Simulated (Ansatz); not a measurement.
# Ta2O5: the cost of one run

Method: DFT PBEsol, plane waves, PAW, scalar-relativistic, no spin polarisation, in Ansatz 0.2.0.

## Step 1: Starting point

The cell holds 14 atoms (O10Ta4): a = 5.358 Å, b = 5.358 Å, c = 6.217 Å, α = 90.00°, β = 90.00°, γ = 86.67°.

Structure file:

```xyz
14
Lattice="-3.6770 -3.8970 0.0000 3.6770 -3.8970 0.0000 0.0000 0.0000 6.2170" Properties=species:S:1:pos:R:3 pbc="T T T"
Ta    1.8385   -3.8970    3.1085
Ta    0.0000   -3.8970    0.0000
O     0.0000   -3.8970    1.9832
O     0.0000   -3.8970    4.2338
O     1.8385   -1.9485    3.1085
O     1.8385   -3.8970    0.0000
O     0.0000   -1.9485    0.0000
Ta   -1.8385   -3.8970    3.1085
Ta    0.0000    0.0000    0.0000
O     0.0000    0.0000    1.9832
O     0.0000    0.0000    4.2338
O    -1.8385   -1.9485    3.1085
O    -1.8385   -3.8970    0.0000
O     0.0000   -5.8455    0.0000
```

## Step 2: Run 1

250 steps of 1.12 fs under a Langevin thermostat at 2800 K.

File input.yaml:

```yaml
accuracy: low
crystal:
  lattice:
    - [-3.677, -3.897, 0.0]
    - [3.677, -3.897, 0.0]
    - [0.0, 0.0, 6.217]
  atoms:
    - { symbol: Ta, position: [0.25, 0.75, 0.5] }
    - { symbol: Ta, position: [0.5, 0.5, 0.0] }
    - { symbol: O, position: [0.5, 0.5, 0.319] }
    - { symbol: O, position: [0.5, 0.5, 0.681] }
    - { symbol: O, position: [0.0, 0.5, 0.5] }
    - { symbol: O, position: [0.25, 0.75, 0.0] }
    - { symbol: O, position: [0.25, 0.25, 0.0] }
    - { symbol: Ta, position: [0.75, 0.25, 0.5] }
    - { symbol: Ta, position: [0.0, 0.0, 0.0] }
    - { symbol: O, position: [0.0, 0.0, 0.319] }
    - { symbol: O, position: [0.0, 0.0, 0.681] }
    - { symbol: O, position: [0.5, 0.0, 0.5] }
    - { symbol: O, position: [0.75, 0.25, 0.0] }
    - { symbol: O, position: [0.75, 0.75, 0.0] }
basis:
  ecutwfc: 420.0
kpoints:
  mp_grid: { grid: [2, 2, 2] }
hamiltonian:
  xc: pbesol
  pseudopotentials: { kind: paw, azcp: { folder: soft_1 } }
scf:
  occupations: { method: fermi_dirac, width: 0.24 }
  lower_state_search: "off"
md:
  timestep: 1.12
  n_steps: 250
  ensemble: nvt_langevin
  temperature: 2800.0
  initial_velocities: maxwell_boltzmann
  seed: 499042
  friction: 0.02
```

On the command line:

```
$ ansatz run input.yaml --threads 1 --pin off --max-ram 3072MiB --backend cpu --events-out ev --progress --plain --runs-dir out
```

What time and memory should one allow on 1 thread of AMD EPYC 9R45 (Zen 5), shared host?

About 7.9 min, with a peak of 0.57 GiB.
